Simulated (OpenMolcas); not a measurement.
# Ir⁴⁺ among point charges: CASSCF and CASPT2 levels and susceptibility

How does a field of 6 point charges split the states of Ir⁴⁺, and what χT follows?

The numbers are computed with OpenMolcas 26.06 (state-averaged CASSCF and CASPT2, spin-orbit coupling by RASSI with atomic mean-field integrals), except any that are marked as measured or tabulated.

### 1 What is computed

| Quantity | Value |
| --- | --- |
| Species | Ir⁴⁺ (iridium, Z = 77, 73 electrons) |
| Basis | ANO-RCC-VDZP [7s6p4d2f], 59 functions |
| Scalar Hamiltonian | DKH2, point nucleus |
| Inactive shells | 1s 2s 2p 3s 3p 3d 4s 4p 4d 4f 5s 5p |
| Active space | 5 electrons in 5 orbitals (5d) |
| Some configurations of this space | 5d5 |
| Orbitals | optimised for each spin and parity, averaged over all roots |

Outer shells as boxes (Hund's rule):

5d5
```
5d [↑ ][↑ ][↑ ][↑ ][↑ ]
```

The ion sits among 6 point charges of -1.7 e arranged as a trigonal prism (D3h), 1.89 Å from the ion, with a polar angle of 57.4° against the regular 49.1°.

Each step is its own input file, run in one work folder so that later steps find the files of earlier ones. Labels, J, g values, rates, χT and fits are worked out afterwards by a script from the matrices that RASSI stores.

### 2 One- and two-electron integrals

File a.inp:

```
&GATEWAY
Coord
1

Ir 0.0 0.0 0.0
Basis=ANO-RCC-VDZP
Group=NoSym
NoMove
AngMom=0.0 0.0 0.0
AMFI
XField
6 Angstrom 0
1.593070 0.000000 1.016970 -1.700000
-0.796535 1.379639 1.016970 -1.700000
-0.796535 -1.379639 1.016970 -1.700000
1.593070 0.000000 -1.016970 -1.700000
-0.796535 1.379639 -1.016970 -1.700000
-0.796535 -1.379639 -1.016970 -1.700000
&SEWARD
```

Launch:

```sh
OMP_NUM_THREADS=1 MOLCAS_MEM=1689 MOLCAS_PROJECT=a pymolcas a.inp > a.log
```

### 3 CASSCF: sextets, 1 root

File a.inp:

```
&RASSCF
FileOrb=start.orb
Symmetry=1
Spin=6
nActEl=5 0 0
Inactive=34
Ras2=5
CIRoot=1 1 1
SDav=1
CIMx=300
Iter=120 100
PrWF=0.3
OrbListing=Nothing
MaxOrb=0
>>> COPY $Project.JobIph JOB001
```

start.orb holds the contracted functions of the basis, ordered by shell, or the orbitals of the step before.

### 4 Reference wave functions, quartets, 24 roots

File a.inp:

```
&RASSCF
FileOrb=start.orb
Symmetry=1
Spin=4
nActEl=5 0 0
Inactive=34
Ras2=5
CIRoot=24 24 1
SDav=24
CIMx=300
Iter=120 100
PrWF=0.3
OrbListing=Nothing
MaxOrb=0
>>> COPY $Project.JobIph JOB002
```

### 5 Reference wave functions, doublets, 75 roots

File a.inp:

```
&RASSCF
FileOrb=start.orb
Symmetry=1
Spin=2
nActEl=5 0 0
Inactive=34
Ras2=5
CIRoot=75 75 1
SDav=75
CIMx=300
Iter=120 100
PrWF=0.3
OrbListing=Nothing
MaxOrb=0
>>> COPY $Project.JobIph JOB003
```

### 6 State interaction with spin-orbit coupling

File a.inp:

```
&RASSI
NrOfJobIphs=3 1 24 75
1
1 2 3 4 5 6 7 8 9 10 11 12 13 14 15 16 17 18 19 20 21 22 23 24
1 2 3 4 5 6 7 8 9 10 11 12 13 14 15 16 17 18 19 20 21 22 23 24 25 26 27
28 29 30 31 32 33 34 35 36 37 38 39 40 41 42 43 44 45 46 47 48 49 50 51
52 53 54 55 56 57 58 59 60 61 62 63 64 65 66 67 68 69 70 71 72 73 74 75
IphNames
JOB001
JOB002
JOB003
EJob
SpinOrbit
DIPRint=1.0
SOCoupling=1000.0
Subsets=2
Property=9
'ANGMOM' 1 'ANGMOM' 2 'ANGMOM' 3 'MLTPL  1' 1 'MLTPL  1' 2 'MLTPL  1' 3
'AMFI' 1 'AMFI' 2 'AMFI' 3
SOProperty=3
'ANGMOM' 1 'ANGMOM' 2 'ANGMOM' 3
```

### 7 CASPT2: IPEA 0.25, imaginary shift 0.1 (closed shells correlated: 4f 5s 5p)

File a.inp:

```
>>> COPY JOB001 $Project.JobIph
&CASPT2
Multistate=1 1
Frozen=23
IPEA=0.25
Imaginary=0.1
MaxIter=60
WThr=0.0 0.3 0.05
PrWF=0.5
NoMix
>>> COPY JOB002 $Project.JobIph
&CASPT2
Multistate=24 1 2 3 4 5 6 7 8 9 10 11 12 13 14 15 16 17 18 19 20 21 22
23 24
NoMult
Frozen=23
IPEA=0.25
Imaginary=0.1
MaxIter=60
WThr=0.0 0.3 0.05
PrWF=0.5
NoMix
>>> COPY JOB003 $Project.JobIph
&CASPT2
Multistate=75 1 2 3 4 5 6 7 8 9 10 11 12 13 14 15 16 17 18 19 20 21 22
23 24 25 26 27 28 29 30 31 32 33 34 35 36 37 38 39 40 41 42 43 44 45 46
47 48 49 50 51 52 53 54 55 56 57 58 59 60 61 62 63 64 65 66 67 68 69 70
71 72 73 74 75
NoMult
Frozen=23
IPEA=0.25
Imaginary=0.1
MaxIter=60
WThr=0.0 0.3 0.05
PrWF=0.5
NoMix
```

(Steps that only read results are left out.)

What does the calculation give? Wanted: spin-free ground state; lowest level; next level.

As calculated:

| quantity | value |
| --- | --- |
| method | SS-CASPT2, IPEA 0.25, imaginary shift 0.1 (closed shells correlated: 4f 5s 5p) |
| spin-free ground state | 6A1, 1-fold in its orbital part |
| lowest level | 2-fold E1/2, g = 1.90, 5.74, 5.74 |
| next level | 126.7 cm⁻¹ |
| χT at 300 K | 4.01 cm³ K/mol |
| effective moment at 300 K | 5.66 μB |

Cost by method:

```
                                                 method  time of its own steps  time with the reference
                                              A. CASSCF                   57 s                     57 s
B. SS-CASPT2, IPEA 0.25, imaginary shift 0.1, +4f 5s 5p                   39 s                     96 s
```

Times are of one thread on a shared host.

**Reading.** The spin-free ground state (6A1) comes to 100 % from free-ion S terms and keeps the highest spin of the shell. χT at 300 K is 4.01, against 4.39 cm³ K/mol for the spin alone, so spin-orbit coupling lowers it. An active space of the d shell alone favours high spin; real ions in strong fields can be low spin. CASPT2 does not keep the components of a term degenerate, and the means are used. The field of point charges can differ much from that of real complexes. With metal d orbitals alone active, the gaps between spin states are rough; where two lie within a few thousand cm-1, their order is open. Point charges carry no covalency, so the field is a model and not that of real ligands.
